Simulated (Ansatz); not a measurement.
# BeSe2: the cost of one run

Method: DFT PBE, scalar-relativistic, plane waves, PAW, in Ansatz 0.2.0.

### 1 The starting structure

Symmetry: P6_3/mmc, No. 194, hexagonal system. Conventional cell: a = 3.220 Å, b = 3.220 Å, c = 12.523 Å, α = 90.00°, β = 90.00°, γ = 120.00°. Around Be (site symmetry -6m2) lie 6 Se at 2.41 Å. Around Se (site symmetry 3m) lie 3 Be at 2.41 Å.

Coordinates:

```
Be Se
1.0
     3.21952    0.00000    0.00000
    -1.60976    2.78819    0.00000
     0.00000    0.00000   12.52261
Be Se
2 4
Direct
  0.33333 0.66667 0.25000
  0.66667 0.33333 0.75000
  0.33333 0.66667 0.62750
  0.66667 0.33333 0.12750
  0.33333 0.66667 0.87250
  0.66667 0.33333 0.37250
```

(A quick probe on a coarse mesh, which set the mesh and smearing, is not shown.)

### 3 Relaxing cell and atoms

Contents of input.yaml:

```yaml
crystal:
  lattice:
    - [3.2195195367, 0.0, 0.0]
    - [-1.6097597684, 2.7881857068, 0.0]
    - [0.0, 0.0, 12.5226107713]
  atoms:
    - { symbol: Be, position: [0.3333333333, 0.6666666667, 0.25] }
    - { symbol: Be, position: [0.6666666667, 0.3333333333, 0.75] }
    - { symbol: Se, position: [0.3333333333, 0.6666666667, 0.6275] }
    - { symbol: Se, position: [0.6666666667, 0.3333333333, 0.1275] }
    - { symbol: Se, position: [0.3333333333, 0.6666666667, 0.8725] }
    - { symbol: Se, position: [0.6666666667, 0.3333333333, 0.3725] }
basis:
  ecutwfc: 420
kpoints:
  mp_grid: { grid: [12, 12, 4] }
hamiltonian:
  xc: pbe
scf:
  occupations: { method: gaussian, width: 0.1 }
output:
  forces: true
  stress: true
  eigenvalues: true
relax:
  adjacent_minimum: "off"
  f_tol: 0.01
  max_steps: 80
  cell: { stress_tol: 0.05 }
```

Launch:

```bash
ansatz run input.yaml --threads 1 --pin off --max-ram 2560MiB --backend cpu --events-out ev --progress --plain --runs-dir out
```

Q: Estimate wall time and peak memory on 1 thread of Arm Neoverse V2, shared host.

About 1.7 min, with a peak of 0.49 GiB.
